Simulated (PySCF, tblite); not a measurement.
# C₃H₁₀BNSi: geometry, infrared bands and NMR shifts

What infrared bands and NMR shifts should C₃H₁₀BNSi (`CB1C[SiH2]CN1`) show?

Programs: tblite 0.8.0 and PySCF 2.14.0, with density-fitted response routines of our own. Each step states its level of theory. These are calculated values for one molecule in the gas phase, unless marked as measured. Atoms count from 0, in the outputs and in this text.

**1. The starting structure**

16 atoms, charge 0, multiplicity 1; geometry from: force field or distance geometry start.

Bonds of the start (Å): C0–B1 1.58, B1–C2 1.59, C2–Si3 1.82, Si3–C4 1.86, C4–N5 1.47, N5–B1 1.54, C0–H6 1.12, C0–H7 1.12, C0–H8 1.11, C2–H9 1.11, C2–H10 1.11, Si3–H11 1.46, Si3–H12 1.49, C4–H13 1.11, C4–H14 1.12, N5–H15 1.06.

**2. Optimising the geometry with GFN2-xTB**

What the job is given:

```
{"job": {"kind": "relax", "xc": "GFN2-xTB", "basis": "xTB"}, "charge": 0, "multiplicity": 1}
C     -1.796000     1.432000     0.532100
B     -0.639800     0.445700     0.115100
C      0.873600     0.939000     0.074100
Si     1.757400    -0.614200    -0.293700
C      0.276500    -1.677300    -0.682400
N     -0.936800    -1.036400    -0.165200
H     -1.849600     2.274100    -0.198700
H     -1.603500     1.844200     1.551800
H     -2.769900     0.893300     0.534800
H      1.176700     1.362500     1.051600
H      0.998100     1.674500    -0.751700
H      2.665800    -0.494200    -1.429700
H      2.412600    -1.115500     0.942000
H      0.411500    -2.695600    -0.267800
H      0.188900    -1.748200    -1.791700
H     -1.173200    -1.475100     0.768100
```

The run is started by

```console
$ OMP_NUM_THREADS=1 python probes_run.py task.json out
```

The driver reads the jobs from task.json and runs them one after another.

**Question.** This job is followed by: GFN2-xTB harmonic vibrations, gas phase; GIAO PBE0/pcSseg-1 NMR shielding, non-relativistic, gas phase. Predict these results of the whole session: strongest single infrared mode (GFN2-xTB); zero-point energy (GFN2-xTB); ¹³C shifts against TMS (PBE0/pcSseg-1); ¹H shifts against TMS (PBE0/pcSseg-1, means over atoms taken as alike); ¹¹B shifts against BF3·OEt2 (PBE0/pcSseg-1); ²⁹Si shifts against TMS (PBE0/pcSseg-1); ¹⁵N shifts against NH3 (PBE0/pcSseg-1).

The runs gave:

| quantity | value |
| --- | --- |
| strongest single infrared mode (GFN2-xTB) | 2210 cm⁻¹, 529 km/mol |
| zero-point energy (GFN2-xTB) | 79.8 kcal/mol |
| ¹³C shifts against TMS (PBE0/pcSseg-1) | 35.7, 3.9, -1.2 ppm |
| ¹H shifts against TMS (PBE0/pcSseg-1, means over atoms taken as alike) | 4.35, 4.31, 3.03, 0.36, 0.25 ppm |
| ¹¹B shifts against BF3·OEt2 (PBE0/pcSseg-1) | 44.2 ppm |
| ²⁹Si shifts against TMS (PBE0/pcSseg-1) | -33.9 ppm |
| ¹⁵N shifts against NH3 (PBE0/pcSseg-1) | 130.7 ppm |

Over 92 steps the energy fell by 1.211 eV; of the close pairs, B1–N5 changed most, 1.537 to 1.380 Å. No mode is imaginary among the 42: a minimum at this level. The strongest single mode, at 2210 cm⁻¹, moves mainly H11 and H12. Unscaled tight-binding wavenumbers are off by several per cent, some by more. Its intensities can rank the bands wrongly. The most deshielded carbon is C4 (sp3 CH2 bonded to N and Si), at 35.7 ppm: deshielded by the electronegative neighbour. At PBE0/pcSseg-1: The largest span, 147 ppm, is at N5, where the paramagnetic term is -185 ppm.
